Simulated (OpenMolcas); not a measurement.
**Au⁶⁺ among point charges: CASSCF and CASPT2 levels and susceptibility**

How does a field of 6 point charges split the states of Au⁶⁺, and what χT follows?

The numbers are computed with OpenMolcas 26.06 (state-averaged CASSCF and CASPT2, spin-orbit coupling by RASSI with atomic mean-field integrals), except any that are marked as measured or tabulated.

## Step 1: The system

| Quantity | Value |
| --- | --- |
| Species | Au⁶⁺ (gold, Z = 79, 73 electrons) |
| Basis | ANO-RCC-VDZP [7s6p4d2f], 59 functions |
| Scalar Hamiltonian | DKH2, point nucleus |
| Inactive shells | 1s 2s 2p 3s 3p 3d 4s 4p 4d 4f 5s 5p |
| Active space | 5 electrons in 5 orbitals (5d) |
| Some configurations of this space | 5d⁵ |
| Orbitals | optimised for each spin and parity, averaged over all roots |

Outer shells as boxes (Hund's rule):

5d5
```
5d [↑ ][↑ ][↑ ][↑ ][↑ ]
```

The ion sits among 6 point charges of -0.85 e arranged as a tetragonal octahedron (D4h), 2.09 Å from the ion, with the axial distance 1.839 Å.

Each step is its own input file, run in one work folder so that later steps find the files of earlier ones. Labels, J, g values, rates, χT and fits are worked out afterwards by a script from the matrices that RASSI stores. The input lists half of the charges; inversion (Group=XYZ) makes the rest.

## Step 2: GATEWAY and SEWARD: basis and integrals

a.inp

```
&GATEWAY
Coord
1

Au 0.0 0.0 0.0
Basis=ANO-RCC-VDZP
Group=XYZ
NoMove
AngMom=0.0 0.0 0.0
AMFI
XField
3 Angstrom 0
2.090000 0.000000 0.000000 -0.850000
0.000000 2.090000 0.000000 -0.850000
0.000000 0.000000 1.839200 -0.850000
&SEWARD
```

Run with:

```
> OMP_NUM_THREADS=1 MOLCAS_MEM=1689 MOLCAS_PROJECT=a pymolcas a.inp > a.log
```

## Step 3: Reference wave functions, sextets of even parity, 1 root

a.inp

```
&RASSCF
FileOrb=start.orb
Symmetry=1
Spin=6
nActEl=5 0 0
Inactive=15 19
Ras2=5 0
CIRoot=1 1 1
SDav=1
CIMx=300
Iter=120 100
PrWF=0.3
OrbListing=Nothing
MaxOrb=0
>>> COPY $Project.JobIph JOB001
```

start.orb holds the contracted functions of the basis, ordered by shell, or the orbitals of the step before.

## Step 4: CASSCF: quartets of even parity, 24 roots

a.inp

```
&RASSCF
FileOrb=start.orb
Symmetry=1
Spin=4
nActEl=5 0 0
Inactive=15 19
Ras2=5 0
CIRoot=24 24 1
SDav=24
CIMx=300
Iter=120 100
PrWF=0.3
OrbListing=Nothing
MaxOrb=0
>>> COPY $Project.JobIph JOB002
```

## Step 5: Reference wave functions, doublets of even parity, 75 roots

a.inp

```
&RASSCF
FileOrb=start.orb
Symmetry=1
Spin=2
nActEl=5 0 0
Inactive=15 19
Ras2=5 0
CIRoot=75 75 1
SDav=75
CIMx=300
Iter=120 100
PrWF=0.3
OrbListing=Nothing
MaxOrb=0
>>> COPY $Project.JobIph JOB003
```

## Step 6: State interaction with spin-orbit coupling

a.inp

```
&RASSI
NrOfJobIphs=3 1 24 75
1
1 2 3 4 5 6 7 8 9 10 11 12 13 14 15 16 17 18 19 20 21 22 23 24
1 2 3 4 5 6 7 8 9 10 11 12 13 14 15 16 17 18 19 20 21 22 23 24 25 26 27
28 29 30 31 32 33 34 35 36 37 38 39 40 41 42 43 44 45 46 47 48 49 50 51
52 53 54 55 56 57 58 59 60 61 62 63 64 65 66 67 68 69 70 71 72 73 74 75
IphNames
JOB001
JOB002
JOB003
EJob
SpinOrbit
DIPRint=1.0
SOCoupling=1000.0
Subsets=2
Property=9
'ANGMOM' 1 'ANGMOM' 2 'ANGMOM' 3 'MLTPL  1' 1 'MLTPL  1' 2 'MLTPL  1' 3
'AMFI' 1 'AMFI' 2 'AMFI' 3
SOProperty=3
'ANGMOM' 1 'ANGMOM' 2 'ANGMOM' 3
```

## Step 7: CASPT2: IPEA 0.25, imaginary shift 0.1 (closed shells correlated: 5s 5p)

a.inp

```
>>> COPY JOB001 $Project.JobIph
&CASPT2
Multistate=1 1
Frozen=14 16
IPEA=0.25
Imaginary=0.1
MaxIter=60
WThr=0.0 0.3 0.05
PrWF=0.5
NoMix
>>> COPY JOB002 $Project.JobIph
&CASPT2
Multistate=24 1 2 3 4 5 6 7 8 9 10 11 12 13 14 15 16 17 18 19 20 21 22
23 24
NoMult
Frozen=14 16
IPEA=0.25
Imaginary=0.1
MaxIter=60
WThr=0.0 0.3 0.05
PrWF=0.5
NoMix
>>> COPY JOB003 $Project.JobIph
&CASPT2
Multistate=75 1 2 3 4 5 6 7 8 9 10 11 12 13 14 15 16 17 18 19 20 21 22
23 24 25 26 27 28 29 30 31 32 33 34 35 36 37 38 39 40 41 42 43 44 45 46
47 48 49 50 51 52 53 54 55 56 57 58 59 60 61 62 63 64 65 66 67 68 69 70
71 72 73 74 75
NoMult
Frozen=14 16
IPEA=0.25
Imaginary=0.1
MaxIter=60
WThr=0.0 0.3 0.05
PrWF=0.5
NoMix
```

(Steps that only read results are left out.)

Before running it: what results should come out? Wanted: spin-free ground state; lowest level; next level.

The runs gave:

| quantity | value |
| --- | --- |
| method | SS-CASPT2, IPEA 0.25, imaginary shift 0.1 (closed shells correlated: 5s 5p) |
| spin-free ground state | 6A1, 1-fold in its orbital part |
| lowest level | 2-fold E3/2, g = 2.14, 2.14, 8.33 |
| next level | 121.0 cm⁻¹ |
| χT at 300 K | 3.78 cm³ K/mol |
| effective moment at 300 K | 5.50 μB |

Cost by method:

| method | time of its own steps | time with the reference |
| --- | --- | --- |
| A. CASSCF | 24 s | 24 s |
| B. SS-CASPT2, IPEA 0.25, imaginary shift 0.1, +5s 5p | 8.1 s | 32 s |

Times are of one thread on a shared host.

**Reading.** The spin-free ground state (6A1) comes to 100 % from free-ion S terms and keeps the highest spin of the shell. χT at 300 K is 3.78, against 4.39 cm³ K/mol for the spin alone, so spin-orbit coupling lowers it. An active space of the d shell alone favours high spin; real ions in strong fields can be low spin. The field of point charges can differ much from that of real complexes. With metal d orbitals alone active, the gaps between spin states are rough; where two lie within a few thousand cm-1, their order is open. Point charges carry no covalency, so the field is a model and not that of real ligands.
